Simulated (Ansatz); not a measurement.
# One shape, several levels: doublet CH4BFSe+

We compute a comparison of 4 runs (U-r2SCAN/6-31G*, U-wB97M-V/6-31G*, UPBE0/6-31G*, UCCSD/6-31G*) of doublet CH4BFSe+. 

The results are computed with Ansatz 0.2.0.

96 further runs of the same task are left out: 96 set aside as unsound or not needed. Runs told in other sessions of the task aren't counted.

## (1) Starting point

The species is CH4BFSe+ (8 atoms), meant as a doublet with charge +1. As SMILES of the parent species, `CB(F)[SeH]`. Geometry: relaxed at PBE0-D4/def2-TZVP. This is one conformer, not always the lowest. That shape belongs to the parent species and isn't relaxed for this state.

Bond lengths: C1–B2 1.557 Å, B2–F3 1.330 Å, B2–Se4 1.950 Å, C1–H5 1.096 Å, C1–H6 1.089 Å, C1–H7 1.095 Å, Se4–H8 1.466 Å. Angles: C1–B2–F3 119.3°, C1–B2–Se4 126.3°, F3–B2–Se4 114.5°, B2–C1–H5 109.2°, B2–C1–H6 114.6°, B2–C1–H7 109.4°, B2–Se4–H8 94.6°, H5–C1–H6 108.5°, H5–C1–H7 106.2°, H6–C1–H7 108.6°.

## (2) A single-point energy at U-r2SCAN/6-31G(d) (spherical functions) (run 1)

molecule.yaml reads:

```yaml
crystal:
  periodic: [false, false, false]
  atoms:
    - symbol: C
      position_ang: [0.031600, 0.924800, -0.033200]
    - symbol: B
      position_ang: [0.433300, -0.535500, -0.395600]
    - symbol: F
      position_ang: [1.392300, -0.742200, -1.294100]
    - symbol: Se
      position_ang: [-0.342700, -2.163400, 0.345700]
    - symbol: H
      position_ang: [-0.308800, 1.440600, -0.937900]
    - symbol: H
      position_ang: [-0.746600, 1.005800, 0.724100]
    - symbol: H
      position_ang: [0.915800, 1.469900, 0.314200]
    - symbol: H
      position_ang: [-1.283000, -1.457200, 1.221200]
basis:
  gaussian:
    orbitals: 6-31G_st_-spherical.json
hamiltonian:
  xc: r2scan
total_charge: 1
accuracy: high
magnetization:
  spin_polarized: true
  initial_magnetization: 1
output:
  orbitals: {seedname: orbitals}
```

The basis set 6-31G* is read from a file made from the Basis Set Exchange's data (not shown).

Started as:

```console
$ ansatz run molecule.yaml --threads 1 --pin off --max-ram 2610MiB --events-out events.jsonl --progress --plain --runs-dir runs
```

The log of the run:

```text
Warning: RAYON_NUM_THREADS=1 ignored (pool sized by the plan → 1); use --threads N
Functional definition: r2SCAN
  name "r2SCAN"
  parameter k0 = 0.174
  parameter k1 = 0.065
  parameter a1 = 4.9479
  exchange = r2scan_x(k0 = k0, k1 = k1, a1 = a1)
  correlation = r2scan_c
1803 factors; integrals over basis functions are off by at most 1.3e-8 eV
mean field evaluation 1: about -69814.2354 eV, gradient 5.4e1 eV
mean field evaluation 2: about -69723.9123 eV, gradient 1.4e2 eV
mean field evaluation 4: about -69826.1602 eV, gradient 1.1e1 eV
mean field evaluation 8: about -69826.6508 eV, gradient 1.7e-1 eV
mean field evaluation 16: about -69826.6510 eV, gradient 7.2e-5 eV
mean field evaluation 32: about -69826.5159 eV, gradient 1.5e0 eV
mean field -69826.65099311 eV, -2566.0820937930 hartree, gradient 3.9e-8 eV, S^2 0.754416; 3 other end points of the search recorded, 0 dependent functions left out
reference -69826.65099477 eV, -2566.0820938539 hartree; 29, 28 occupied and 53, 54 virtual orbitals, 1803 factors
Total energy: -69826.65099477 eV, -2566.0820938539 hartree
```

Wall time 31 s (1 thread of Arm Neoverse V2, shared host); peak memory 0.39 GiB.

## (3) The energy at U-wB97M-V/6-31G(d) (spherical functions) (run 2)

molecule.yaml reads:

```yaml
crystal:
  periodic: [false, false, false]
  atoms:
    - {symbol: C, position_ang: [0.031600, 0.924800, -0.033200]}
    - {symbol: B, position_ang: [0.433300, -0.535500, -0.395600]}
    - {symbol: F, position_ang: [1.392300, -0.742200, -1.294100]}
    - {symbol: Se, position_ang: [-0.342700, -2.163400, 0.345700]}
    - {symbol: H, position_ang: [-0.308800, 1.440600, -0.937900]}
    - {symbol: H, position_ang: [-0.746600, 1.005800, 0.724100]}
    - {symbol: H, position_ang: [0.915800, 1.469900, 0.314200]}
    - {symbol: H, position_ang: [-1.283000, -1.457200, 1.221200]}
basis:
  gaussian:
    orbitals: 6-31G_st_-spherical.json
output:
  orbitals: {seedname: orbitals}
magnetization:
  spin_polarized: true
  initial_magnetization: 1
total_charge: 1
hamiltonian:
  xc: {name: wB97M-V}
accuracy: high
```

The basis set 6-31G* is read from a file made from the Basis Set Exchange's data (not shown).

Started as:

```console
$ ansatz run molecule.yaml --threads 1 --pin off --max-ram 2610MiB --events-out events.jsonl --progress --plain --runs-dir runs
```

The log of the run, cut to the lines that bear on the results:

```text
Warning: RAYON_NUM_THREADS=1 ignored (pool sized by the plan → 1); use --threads N
Functional definition: wB97M-V
  name "wB97M-V"
[...]
  gx(w, u) = 1 - cx + cx01*u + cx10*w
  gss(w, u) = css00 + css04*u^4 + css10*w + css20*w^2 + css43*w^4*u^3
  gos(w, u) = cos00 + cos10*w + (cos20 + cos21*u)*w^2 + (cos60 + cos61*u)*w^6
[...]
      + integral(e_c_pw_mod_opposite_spin*gos(b97_w_opposite, b97_u_opposite)) + vv10(b, c)
1803 factors; integrals over basis functions are off by at most 1.3e-8 eV
325 factors; integrals over basis functions are off by at most 2.6e-9 eV
[...]
mean field -69824.14062587 eV, -2565.9898394984 hartree, gradient 3.7e-8 eV, S^2 0.752764; 2 other end points of the search recorded, 0 dependent functions left out
reference -69824.14062918 eV, -2565.9898396199 hartree; 29, 28 occupied and 53, 54 virtual orbitals, 1803 factors
Total energy: -69824.14062918 eV, -2565.9898396199 hartree
```

Wall time 2 min (1 thread of Arm Neoverse V2, shared host); peak memory 1 GiB.

Run 3 isn't shown in full; the table further down has it.

## (4) A single-point energy at UCCSD/6-31G(d) (spherical functions) (run 4)

run.yaml reads:

```yaml
crystal:
  periodic: [false, false, false]
  atoms:
    - symbol: C
      position_ang: [0.031600, 0.924800, -0.033200]
    - symbol: B
      position_ang: [0.433300, -0.535500, -0.395600]
    - symbol: F
      position_ang: [1.392300, -0.742200, -1.294100]
    - symbol: Se
      position_ang: [-0.342700, -2.163400, 0.345700]
    - symbol: H
      position_ang: [-0.308800, 1.440600, -0.937900]
    - symbol: H
      position_ang: [-0.746600, 1.005800, 0.724100]
    - symbol: H
      position_ang: [0.915800, 1.469900, 0.314200]
    - symbol: H
      position_ang: [-1.283000, -1.457200, 1.221200]
basis:
  gaussian: {orbitals: 6-31G_st_-spherical.json}
scf: {omitted_lower_state_checks: [cluster_reference, increment]}
correlation: {method: ccsd, frozen_orbitals: {B: 1, C: 1, F: 1, H: 0, Se: 9}}
accuracy: high
total_charge: 1
magnetization: {spin_polarized: true, initial_magnetization: 1}
```

The basis set 6-31G* is read from a file made from the Basis Set Exchange's data (not shown).

Started as:

```console
$ ansatz run run.yaml --threads 1 --pin off --max-ram 2610MiB --events-out events.jsonl --progress --plain --runs-dir runs
```

The log of the run, cut to the lines that bear on the results:

```text
Warning: RAYON_NUM_THREADS=1 ignored (pool sized by the plan → 1); use --threads N
Functional definition: HF
  name "HF"
[...]
1803 factors; integrals over basis functions are off by at most 1.3e-8 eV
[...]
mean field -69759.73327380 eV, -2563.6229129665 hartree, gradient 2.4e-8 eV, S^2 0.760271; 0 other end points of the search recorded, 0 dependent functions left out
12 core orbitals not correlated: weight in the atoms' cores, before any rotation towards them, 1.000 or more for the frozen orbitals, at most 0.000 for the correlated occupied ones
reference -69759.73327380 eV, -2563.6229129665 hartree; 17, 16 occupied and 53, 54 virtual orbitals, 1803 factors
second order -16.42378646 eV of doubles, -0.00000000 eV of singles
cycle   1  -16.63599486 eV  change   -2.1e-1 eV  update   1.0e-1
[...]
cycle  25  -17.18266406 eV  change  -6.6e-10 eV  update   3.1e-9
Total energy: -69776.91593786 eV, -2564.2543642239 hartree
Checks for a lower state left out: cluster_reference, increment
```

Wall time 59 s (1 thread of Arm Neoverse V2, shared host); peak memory 0.78 GiB.

## (5) All runs side by side

```csv
run,level,frozen core orbitals,energy (Eh),HOMO energy (eV),LUMO energy (eV),⟨S²⟩,wall time
1,U-r2SCAN/6-31G* (spherical functions),–,-2566.082094,-13.64,-12.78,0.754,31 s
2,U-wB97M-V/6-31G* (spherical functions),–,-2565.989840,-16.94,-9.87,0.753,2 min
3,UPBE0/6-31G* (spherical functions),–,-2565.722878,-14.75,-12.05,0.753,18 s
4,UCCSD/6-31G* (spherical functions),12,-2564.254364,–,–,0.760,59 s
```

## (6) Summary of results

```
                                           quantity           value
                                run 4: total energy  -2564.25436 Eh
run 4: correlation energy (12 core orbitals frozen)      -631.5 mEh
           run 4: ⟨S²⟩ of the reference determinant           0.760
                               run 4: T1 diagnostic           0.013
```

Totals of different functionals can't be ranked against each other. All runs together took 3.8 min, the longest 2 min.
